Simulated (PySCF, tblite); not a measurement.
# CH9BrOSi3: geometry, infrared bands and NMR shifts

Aim: predict the infrared bands and NMR shifts of CH9BrOSi3 (`C[SiH2][SiH2]O[SiH2]Br`).

Computed with tblite 0.8.0 and PySCF 2.14.0, with density-fitted response routines of our own, on a single molecule in the gas phase. Atoms count from 0, in the outputs and in this text.

## Step 1: Starting geometry

15 atoms, charge 0, multiplicity 1; geometry from: force field or distance geometry start.

Bonds of the start (Å): C0–Si1 1.85, Si1–Si2 2.23, Si2–O3 1.73, O3–Si4 1.72, Si4–Br5 2.26, C0–H6 1.13, C0–H7 1.11, C0–H8 1.11, Si1–H9 1.44, Si1–H10 1.48, Si2–H11 1.46, Si2–H12 1.47, Si4–H13 1.47, Si4–H14 1.46.

## Step 2: Relaxing the molecule with GFN2-xTB

The job: settings as JSON, then the geometry in Å.

```
{"job": {"kind": "relax", "xc": "GFN2-xTB", "basis": "xTB"}, "charge": 0, "multiplicity": 1}
C     -2.665800     0.253100     0.086700
Si    -1.494100    -0.639300    -1.033400
Si     0.581000    -0.784300    -0.216300
O      1.552700     0.352300    -1.090500
Si     2.861800     0.775800    -0.061200
Br     2.967000     3.026700     0.038000
H     -3.698000    -0.099200    -0.193700
H     -2.683000     1.352300    -0.092600
H     -2.537900    -0.004900     1.154400
H     -1.472200    -0.010400    -2.332500
H     -2.005300    -2.016200    -1.181200
H      0.658500    -0.582600     1.223400
H      1.153600    -2.109000    -0.489000
H      4.163900     0.327100    -0.576700
H      2.613300     0.166600     1.237100
```

Started as:

```console
> OMP_NUM_THREADS=1 python probes_run.py task.json out
```

One launch serves the whole session: the jobs run in the order shown.

**Question.** This job is followed by: GFN2-xTB harmonic vibrations, gas phase; GIAO PBE0/pcSseg-1 NMR shielding, non-relativistic, gas phase. What will the session give for the following? strongest single infrared mode (GFN2-xTB); zero-point energy (GFN2-xTB); 13C shifts against TMS (PBE0/pcSseg-1); 1H shifts against TMS (PBE0/pcSseg-1, means over atoms taken as alike); 29Si shifts against TMS (PBE0/pcSseg-1); 17O shifts against H2O (PBE0/pcSseg-1); 79Br shifts against HBr (PBE0/pcSseg-1); surface potential, 1st and 99th percentile.

As calculated:

| quantity | value |
| --- | --- |
| strongest single infrared mode (GFN2-xTB) | 763 cm⁻¹, 610 km/mol |
| zero-point energy (GFN2-xTB) | 57.7 kcal/mol |
| 13C shifts against TMS (PBE0/pcSseg-1) | -9.6 ppm |
| 1H shifts against TMS (PBE0/pcSseg-1, means over atoms taken as alike) | 5.69, 5.65, 4.00, 0.47 ppm |
| 29Si shifts against TMS (PBE0/pcSseg-1) | -18.3, -22.8, -80.5 ppm |
| 17O shifts against H2O (PBE0/pcSseg-1) | 37.1 ppm |
| 79Br shifts against HBr (PBE0/pcSseg-1) | 53 ppm |
| surface potential, 1st and 99th percentile | -0.48 V and 1.50 V |

In words: Relaxing lowered the energy by 1.134 eV in 176 steps; the close pair that moved most is O3–Si4, from 1.718 to 1.596 Å. All 39 modes are real, so the xTB geometry is a minimum. The strongest single mode, at 763 cm⁻¹, moves mainly H14 and H13. Unscaled tight-binding wavenumbers are off by several per cent, some by more. Its intensities can rank the bands wrongly. At PBE0/pcSseg-1: The widest tensor belongs to Br5: span 646 ppm, with a paramagnetic part of -560 ppm. At PBE0/pcSseg-1, counted by nearest atom on the grid, the HOMO lies on Si1, Si2 about 19 % each; O3 19 %, the LUMO on Si2 25 %; H11 14 %. Spin-orbit coupling is left out, which matters for shieldings and couplings at and beside the heavy atoms.
